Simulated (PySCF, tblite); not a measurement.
# CH₅AlFO₄Si radical, a small gas-phase stand-in for a defect centre (Si site with back bonds F, O[Al](O)O, OC): EPR parameters

Wanted: the EPR parameters for `CO[Si](F)[O][Al]([OH])[OH]`. It is drawn as: dangling bond.

Computed with tblite 0.8.0 and PySCF 2.14.0; each step states its level. No surroundings beyond the atoms listed, unless a continuum is named. Atoms count from 0, parts from 1.

### Step 1. The system as given

13 atoms, charge 0, multiplicity 2; geometry: distance geometry start.

### Step 2. Geometry optimisation with GFN2-xTB

The job: settings as JSON, then the geometry in Å.

```
{"job": {"kind": "relax", "xc": "GFN2-xTB", "basis": "xTB"}, "charge": 0, "multiplicity": 2}
Si    -0.456479    -1.481837     0.980079
F     -1.493832    -1.507792     2.312317
O      0.554245    -0.021121     0.873415
Al    -0.047386     1.736543     0.771001
O      0.770264     2.939272     1.954197
O     -0.460879     2.372990    -0.920969
O     -1.091513    -2.117842    -0.492217
C     -0.989824    -1.486779    -1.735948
H      1.105100     2.739728     2.831556
H     -0.804624     1.856227    -1.661577
H      0.025011    -1.441135    -2.036726
H     -1.532944    -2.031409    -2.457327
H     -1.385520    -0.524084    -1.685128
```

With the program's defaults for keys left out, this is: GFN2-xTB geometry optimisation, gas phase.

Command:

```
$ OMP_NUM_THREADS=1 python cluster_run.py task.json out
```

One launch serves the whole session: the jobs run in the order shown.

Standard output:

```text
step      E/eV     max force
  0    -780.23724    4.141
  1    -781.04781    3.362
  2    -781.82177    4.579
  3    -782.05635    1.173
  4    -782.18345    1.232
  5    -782.37220    1.269
  6    -782.41293    0.625
  7    -782.43725    0.361
  8    -782.44256    0.350
  9    -782.45428    0.307
 10    -782.46246    0.241
 11    -782.46635    0.165
 12    -782.46884    0.171
 13    -782.47111    0.171
 14    -782.47383    0.152
 15    -782.47605    0.107
 16    -782.47754    0.111
 17    -782.47888    0.118
 18    -782.48092    0.136
 19    -782.48344    0.145
 20    -782.48555    0.119
 21    -782.48699    0.099
 22    -782.48830    0.120
 23    -782.49005    0.133
 24    -782.49296    0.192
 25    -782.49660    0.237
 26    -782.50064    0.141
 27    -782.50140    0.685
 28    -782.50645    0.156
 29    -782.50911    0.144
 30    -782.50102    1.398
 31    -782.51400    0.100
 32    -782.51651    0.136
 33    -782.50226    1.628
 34    -782.51985    0.177
 35    -782.52215    0.239
 36    -782.50800    1.647
 37    -782.52629    0.252
 38    -782.52897    0.300
 39    -782.51488    1.642
 40    -782.53439    0.279
 41    -782.53755    0.308
 42    -782.52455    1.560
 43    -782.54441    0.237
 44    -782.54776    0.252
 45    -782.54808    0.974
 46    -782.55539    0.193
 47    -782.55774    0.175
 48    -782.56192    0.345
 49    -782.56392    0.079
 50    -782.56542    0.148
 51    -782.56696    0.154
 52    -782.56883    0.132
 53    -782.57081    0.123
 54    -782.57260    0.105
 55    -782.57375    0.062
 56    -782.57416    0.114
 57    -782.57439    0.083
 58    -782.57475    0.052
 59    -782.57529    0.055
 60    -782.57595    0.068
 61    -782.57685    0.077
 62    -782.57781    0.082
 63    -782.57875    0.079
 64    -782.57971    0.107
 65    -782.58043    0.052
 66    -782.58096    0.117
 67    -782.58143    0.058
 68    -782.58207    0.048
 69    -782.58244    0.047
 70    -782.58287    0.044
 71    -782.58319    0.043
 72    -782.58347    0.043
 73    -782.58371    0.040
 74    -782.58394    0.049
 75    -782.58424    0.054
 76    -782.58468    0.056
 77    -782.58535    0.065
 78    -782.58620    0.074
 79    -782.58723    0.090
 80    -782.58834    0.107
 81    -782.58946    0.134
 82    -782.58946    0.141
 83    -782.59116    0.094
 84    -782.59212    0.096
 85    -782.59424    0.213
 86    -782.59564    0.109
 87    -782.59671    0.087
 88    -782.59809    0.124
 89    -782.59847    0.053
 90    -782.59873    0.037
 91    -782.59917    0.034
 92    -782.59937    0.047
 93    -782.59962    0.052
 94    -782.59987    0.050
 95    -782.60031    0.081
 96    -782.60092    0.097
 97    -782.60155    0.077
 98    -782.60192    0.051
 99    -782.60204    0.069
100    -782.60236    0.044
101    -782.60258    0.037
102    -782.60294    0.025
103    -782.60305    0.021
104    -782.60316    0.022
105    -782.60326    0.024
106    -782.60341    0.029
107    -782.60355    0.036
108    -782.60373    0.036
109    -782.60387    0.033
110    -782.60396    0.036
111    -782.60402    0.027
112    -782.60407    0.011
113    -782.60410    0.018
114    -782.60413    0.018
115    -782.60415    0.010
116    -782.60416    0.008
```

Run time: 1.2 s. Hardware: 1 thread of AMD EPYC 9R45, shared host.

Step by step: (the energy doesn't fall at every step)

```tsv
step	energy from step 0 (eV)	largest force (eV/Å)
0	0.0000	4.1417
4	-1.9462	1.2315
8	-2.2053	0.3495
12	-2.2316	0.1708
16	-2.2403	0.1120
20	-2.2483	0.1185
24	-2.2557	0.1917
28	-2.2692	0.1566
32	-2.2793	0.1362
36	-2.2708	1.6471
40	-2.2971	0.2791
44	-2.3105	0.2515
48	-2.3247	0.3448
52	-2.3316	0.1322
56	-2.3369	0.1136
60	-2.3387	0.0682
64	-2.3425	0.1063
68	-2.3448	0.0479
72	-2.3462	0.0426
76	-2.3474	0.0562
80	-2.3511	0.1072
84	-2.3549	0.0962
88	-2.3608	0.1241
92	-2.3621	0.0467
96	-2.3637	0.0969
100	-2.3651	0.0436
104	-2.3659	0.0223
108	-2.3665	0.0356
112	-2.3668	0.0108
116	-2.3669	0.0084
```

Distances of close pairs at the start and the end, largest changes first:

```tsv
bond	before (Å)	after (Å)	change (Å)
Al3–O4	1.875	1.655	-0.219
Al3–O5	1.854	1.657	-0.198
Si0–O2	1.780	1.600	-0.179
O2–Al3	1.861	1.695	-0.166
Si0–O6	1.725	1.616	-0.109
Si0–F1	1.689	1.611	-0.078
C7–H12	1.042	1.093	+0.051
C7–H11	1.055	1.091	+0.036
```

### Step 3. Optimising the geometry at PBE0-D3(BJ)/def2-SVP

The job: settings as JSON, then the geometry in Å.

```
{"job": {"xc": "PBE0", "basis": "def2-SVP", "d3": "d3bj", "grid": 2, "kind": "geom", "shake": 0.01}, "charge": 0, "multiplicity": 2}
Si     0.191761    -1.601834     1.066622
F     -0.935645    -1.815630     2.211865
O      0.610831    -0.045670     1.037511
Al     0.551857     1.618293     0.717299
O      1.026927     2.714256     1.832095
O     -0.103512     2.034310    -0.762134
O     -0.616954    -2.088975    -0.246322
C     -0.448939    -1.671498    -1.578765
H      1.378191     2.755054     2.741537
H     -0.315104     2.804498    -1.248150
H      0.312358    -2.265172    -2.048766
H     -1.404768    -1.849636    -2.080749
H     -0.236793    -0.605368    -1.634640
```

Standard output:

```text
step   0  E = -972.82933507  max force = 0.039051
step   1  E = -972.83638303  max force = 0.010609
step   2  E = -972.83668137  max force = 0.001541
step   3  E = -972.83676452  max force = 0.001749
step   4  E = -972.83691543  max force = 0.002726
step   5  E = -972.83700886  max force = 0.003505
step   6  E = -972.83711474  max force = 0.002148
step   7  E = -972.83723641  max force = 0.001769
step   8  E = -972.83728569  max force = 0.002014
step   9  E = -972.83737728  max force = 0.001786
step  10  E = -972.83744181  max force = 0.001328
step  11  E = -972.83747909  max force = 0.001410
step  12  E = -972.83749273  max force = 0.001353
step  13  E = -972.83749849  max force = 0.000456
step  14  E = -972.83750165  max force = 0.000374
optimisation converged
```

It took 3 min on 1 thread of AMD EPYC 9R45, shared host; peak memory 0.76 GiB.

Relaxation path:

```tsv
step	energy from step 0 (eV)	largest force component (eV/Å)
0	0.0000	2.0081
1	-0.1918	0.5455
2	-0.1999	0.0792
3	-0.2022	0.0899
4	-0.2063	0.1402
5	-0.2088	0.1802
6	-0.2117	0.1105
7	-0.2150	0.0910
8	-0.2163	0.1036
9	-0.2188	0.0918
10	-0.2206	0.0683
11	-0.2216	0.0725
12	-0.2220	0.0696
13	-0.2221	0.0234
14	-0.2222	0.0192
```

Close pairs (by a distance rule), those that changed most:

```tsv
bond	before (Å)	after (Å)	change (Å)
Al3–O4	1.634	1.690	+0.056
Si0–O6	1.617	1.652	+0.035
C7–H10	1.074	1.105	+0.031
Si0–O2	1.612	1.639	+0.027
Al3–O5	1.671	1.694	+0.024
O5–H9	0.935	0.958	+0.023
O4–H8	0.976	0.958	-0.018
C7–H12	1.088	1.103	+0.015
```

The next job starts from the end point, and lists it.

```tsv
at the end point	value
point group (found at 0.08 Å tolerance)	C1
rotational constants (GHz, main isotopes)	2.082, 0.893, 0.648
dipole moment (D)	3.06
⟨S²⟩	0.751
```

### Step 4. g tensor and hyperfine couplings: B3LYP/IGLO-III+pcH-1

The job: settings as JSON, then the geometry in Å.

```
{"job": {"kind": "epr"}, "charge": 0, "multiplicity": 2}
Si     0.124866    -1.778192     0.911750
F     -0.711301    -2.355963     2.174981
O      0.485126    -0.208765     1.218755
Al     0.484363     1.428587     0.767256
O      0.793796     2.670326     1.870900
O      0.179056     1.779238    -0.862171
O     -0.901105    -1.947507    -0.371972
C     -0.667518    -1.545023    -1.699413
H      0.974404     2.540700     2.802764
H      0.148094     2.665488    -1.225594
H      0.206088    -2.061097    -2.136141
H     -1.549781    -1.814297    -2.298408
H     -0.506297    -0.456192    -1.777795
```

With the program's defaults for keys left out, this is: UKS B3LYP, IGLO-III on Al C F O Si, pcH-1 on H, non-relativistic, mean-field spin-orbit, GIAO.

Standard output:

```text
UKS, coarse grid
  cycle   1  E = -973.84283478  |g| = 1.20e+00
  cycle   2  E = -972.66411817  |g| = 2.14e+00
  cycle   3  E = -974.32784564  |g| = 1.00e-01
  cycle   4  E = -974.33006052  |g| = 8.26e-02
  cycle   5  E = -974.33195710  |g| = 1.52e-02
  cycle   6  E = -974.33202884  |g| = 4.05e-03
  cycle   7  E = -974.33203313  |g| = 2.42e-03
  cycle   8  E = -974.33203508  |g| = 6.38e-04
UKS, final grid
  cycle   1  E = -974.33211302  |g| = 1.05e-03
  cycle   2  E = -974.33211221  |g| = 1.90e-03
  cycle   3  E = -974.33211338  |g| = 1.39e-04
  cycle   4  E = -974.33211338  |g| = 3.24e-05
  cycle   5  E = -974.33211339  |g| = 1.24e-05
E = -974.33211339 Eh   <S^2> = 0.7513 (exact 0.7500)
g shifts (ppm)      1          2          3
  rmc          -211       -211       -211
  gc            102        103         50
  oz_so       -2058      -1401       -282
  total       -2167      -1509       -443
hyperfine (MHz)  atom isotope    a_iso     a_fc   dipolar eigenvalues
    0  29Si   -1151.66   -1152.65   -108.23     53.69     54.54
    1   19F     354.66     354.05   -118.40   -112.84    231.25
    2   17O     -94.53     -94.52    -20.39      9.62     10.77
    3  27Al      31.99      32.03     -2.17     -1.96      4.13
    4   17O      -1.02      -1.03     -1.23      0.60      0.63
    5   17O      -1.26      -1.26     -0.35      0.05      0.30
    6   17O     -49.08     -49.06    -34.70     16.98     17.71
    7   13C      -1.99      -1.99     -1.09     -0.76      1.85
    8    1H      -0.25      -0.25     -0.88     -0.42      1.30
    9    1H       0.26       0.26     -0.62     -0.54      1.16
   10    1H       2.54       2.54     -3.02     -2.14      5.16
   11    1H       3.00       3.00     -1.90     -1.25      3.14
   12    1H       1.05       1.05     -2.16     -1.48      3.64
```

Wall time 70 s (1 thread of AMD EPYC 9R45, shared host); peak memory 1.4 GiB.

Principal g values 2.00015, 2.00081, 2.00188; g(iso) = 2.00095, against 2.00232 for a free electron.

Hyperfine couplings, nucleus by nucleus at this fixed geometry (no averaging over rotations):

```tsv
nuclei	isotope	a(iso) (MHz)	a(iso) (G, at g = 2.0023)	largest dipolar term (MHz)
Si0	29Si	-1151.7	-410.9	-108.2
F1	19F	354.7	126.6	231.2
O2	17O	-94.5	-33.7	-20.4
O6	17O	-49.1	-17.5	-34.7
Al3	27Al	32.0	11.4	4.1
H11	1H	3.0	1.1	3.1
H10	1H	2.5	0.9	5.2
C7	13C	-2.0	-0.7	1.9
O5	17O	-1.3	-0.4	-0.4
H12	1H	1.0	0.4	3.6
O4	17O	-1.0	-0.4	-1.2
H9	1H	0.3	0.1	1.2
H8	1H	-0.2	-0.1	1.3
```

Mulliken spin populations:

Si0 0.86; F1 0.02; O2 0.03; Al3 0.03; O4 0.00; O5 0.00; O6 0.06; C7 0.00; H8 0.00; H9 0.00; H10 0.01; H11 0.00; H12 0.00

In first order the couplings over 0.8 MHz of 19F, 27Al, 1H give 96 distinct lines over 186.0 G.

### Step 5. EPR parameters: BHandHLYP/IGLO-III+pcH-1

Settings changed since step 4:

```diff
@@ -1,2 +1,2 @@
-{"job": {"kind": "epr"}, "charge": 0, "multiplicity": 2}
+{"job": {"kind": "epr", "xc": "BHandHLYP"}, "charge": 0, "multiplicity": 2}
 Si     0.124866    -1.778192     0.911750
```

With the program's defaults for keys left out, this is: UKS BHandHLYP, IGLO-III on Al C F O Si, pcH-1 on H, non-relativistic, mean-field spin-orbit, GIAO.

Standard output:

```text
UKS, coarse grid
  cycle   1  E = -973.73581264  |g| = 9.91e-01
  cycle   2  E = -973.57875192  |g| = 1.23e+00
  cycle   3  E = -974.08058547  |g| = 4.39e-02
  cycle   4  E = -974.08173635  |g| = 2.34e-02
  cycle   5  E = -974.08193469  |g| = 9.93e-03
  cycle   6  E = -974.08198147  |g| = 2.00e-03
  cycle   7  E = -974.08198571  |g| = 9.37e-04
UKS, final grid
  cycle   1  E = -974.08203721  |g| = 1.02e-03
  cycle   2  E = -974.08203707  |g| = 1.31e-03
  cycle   3  E = -974.08203764  |g| = 1.04e-04
  cycle   4  E = -974.08203765  |g| = 7.06e-05
  cycle   5  E = -974.08203766  |g| = 2.39e-05
E = -974.08203766 Eh   <S^2> = 0.7521 (exact 0.7500)
g shifts (ppm)      1          2          3
  rmc          -214       -214       -214
  gc            104        105         46
  oz_so       -2099      -1489       -236
  total       -2208      -1598       -404
hyperfine (MHz)  atom isotope    a_iso     a_fc   dipolar eigenvalues
    0  29Si   -1188.34   -1189.34   -116.55     57.48     59.07
    1   19F     369.56     368.98   -115.37   -110.25    225.62
    2   17O     -93.38     -93.37    -20.46      9.64     10.82
    3  27Al      24.81      24.84     -2.02     -1.85      3.87
    4   17O      -0.76      -0.76     -0.95      0.47      0.49
    5   17O      -0.75      -0.75     -0.31      0.06      0.25
    6   17O     -53.71     -53.70    -33.13     16.22     16.91
    7   13C      -2.38      -2.38     -1.00     -0.69      1.70
    8    1H      -0.21      -0.21     -0.82     -0.46      1.28
    9    1H       0.16       0.16     -0.59     -0.53      1.12
   10    1H       0.91       0.91     -3.03     -2.21      5.24
   11    1H       1.88       1.88     -1.83     -1.28      3.11
   12    1H       0.85       0.85     -2.14     -1.54      3.68
```

It took 75 s on 1 thread of AMD EPYC 9R45, shared host; peak memory 1.4 GiB.

In short: g(iso) 2.00092.

### Step 6. Run by run: EPR parameters

g, ⟨S²⟩ and isotropic hyperfine couplings (MHz), with basis size and wall time:

```tsv
run	g(iso)	⟨S²⟩	29Si Si0	19F F1	17O O2	17O O6	27Al Al3	functions	time
B3LYP/IGLO-III+pcH-1	2.00095	0.751	-1151.7	354.7	-94.5	-49.1	32.0	348	70 s
BHandHLYP/IGLO-III+pcH-1	2.00092	0.752	-1188.3	369.6	-93.4	-53.7	24.8	348	75 s
```

### Step 7. Outcome

```
                            quantity                     value
                         point group                        C1
rotational constants (main isotopes)      2.08, 0.89, 0.65 GHz
                      g(iso) (B3LYP)                   2.00095
                                ⟨S²⟩        0.751 (exact 0.75)
                      largest a(iso)  29Si on Si0, -1151.7 MHz
```

In words: The start of the PBE0/def2-SVP relaxation was shaken at random by about 0.01 Å, so part of the energy gained, and of the first lengths quoted, undoes that. The optimisation took 14 steps and gained 0.222 eV; among the close pairs (by a distance rule), Al3–O4 changed most, from 1.634 to 1.690 Å (PBE0/def2-SVP). Most of the unpaired spin sits on Si0 (0.86 e). The isotropic g lies 1.4 ppt below the free-electron value. The coupling of 29Si on Si0 runs from -1188.3 (BHandHLYP/IGLO-III+pcH-1) to -1151.7 MHz (B3LYP/IGLO-III+pcH-1). A capped cluster stands for the solid here, so long-range fields and strain are missing, and bands or shifts of the capping hydrogens have no counterpart in it.
